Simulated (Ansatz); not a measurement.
Runs of Ansatz 0.2.0 on Bi. The cell holds a sheet with vacuum, 1 atom: a = 3.301 Å, b = 3.301 Å, c = 23.800 Å, α = 90.00°, β = 90.00°, γ = 120.00°. The cell was built by a generator and needn't be a form met in nature.

```tsv
task	level	cell	cutoff (eV)	basis error allowed	gap on the mesh (eV)	work function (eV)
projected density of states	PBE	as given	163	0.002 eV/atom	-	4.39
work function	PBEsol	as given	163	0.002 eV/atom	none	(a)
single point	PBE	as given	177	0.001 eV/atom	none	-
work function	LDA	as given	163	0.002 eV/atom	none	4.68
```

Alike in all rows: potentials or basis all-electron LAPW, scalar-relativistic; no spin polarisation; k mesh 9 × 9 × 1; smearing fermi-dirac 0.05 eV.

Question: Fill in the values left out.

Answer: (a) 4.49.

Caveats: spin-orbit coupling is left out, which moves the levels of the heavy elements.

A k mesh can miss the band edges, and the runs leave out spin-orbit coupling on Bi.

A gap of «none» marks a metal or a gap under the smearing width.

Not every run made on this cell is shown here.
